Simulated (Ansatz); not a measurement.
# Y3Si2: the cost of one run

Computed with Ansatz 0.2.0 (DFT PBE, scalar-relativistic, plane waves, PAW, unless a step's input says otherwise).

1 further run of the same task is left out (it didn't finish). Runs told in other sessions of the task aren't counted.

## Step 1: The structure to begin with

It takes space group R-3m (No. 166, trigonal). The conventional cell has a = 5.365 Å, b = 5.365 Å, c = 16.428 Å, α = 90.00°, β = 90.00°, γ = 120.00°. Y (site symmetry -3m) is surrounded by 6 Y at 3.29 Å and 2 Si at 3.29 Å. Around Y (site symmetry 3m) lie 4 Y at 3.29 Å and 4 Si at 3.29 Å. Around Si (site symmetry 3m) lie 5 Y at 3.29 Å and 3 Si at 3.29 Å.

Coordinates:

```
Y Si
1.0
     2.68273    1.54888    5.47611
    -2.68273    1.54888    5.47611
     0.00000   -3.09775    5.47611
Y Si
3 2
Direct
  0.00000 0.00000 0.00000
  0.60000 0.60000 0.60000
  0.40000 0.40000 0.40000
  0.20000 0.20000 0.20000
  0.80000 0.80000 0.80000
```

The cell is invented: ordered superstructure of bcc (R-3m, No. 166). The dimensions are guesses.

## Step 2: The guess as it stands, on a coarse mesh

The input, input.yaml:

```yaml
crystal:
  lattice:
    - [2.68273265, 1.54887642, 5.47610509]
    - [-2.68273265, 1.54887642, 5.47610509]
    - [0.0, -3.09775283, 5.47610509]
  atoms:
    - { symbol: "Y", position: [0.0, 0.0, 0.0] }
    - { symbol: "Y", position: [0.6, 0.6, 0.6] }
    - { symbol: "Y", position: [0.4, 0.4, 0.4] }
    - { symbol: Si, position: [0.2, 0.2, 0.2] }
    - { symbol: Si, position: [0.8, 0.8, 0.8] }
basis:
  ecutwfc: 420
kpoints:
  mp_grid: { grid: [6, 6, 6] }
hamiltonian:
  xc: pbe
scf:
  occupations: { method: gaussian, width: 0.1 }
  lower_state_search: "off"
output:
  forces: true
  stress: true
  eigenvalues: true
```

The run is started by

```sh
> ansatz run input.yaml --threads 1 --pin off --max-ram 2560MiB --backend cpu --events-out ev --progress --plain --runs-dir out
```

**Question.** How long does this run take on 1 thread of Intel Xeon at 2.50GHz (Skylake/Cascade Lake), shared host, and how much memory does it need?

About 11 s, with a peak of 0.46 GiB.
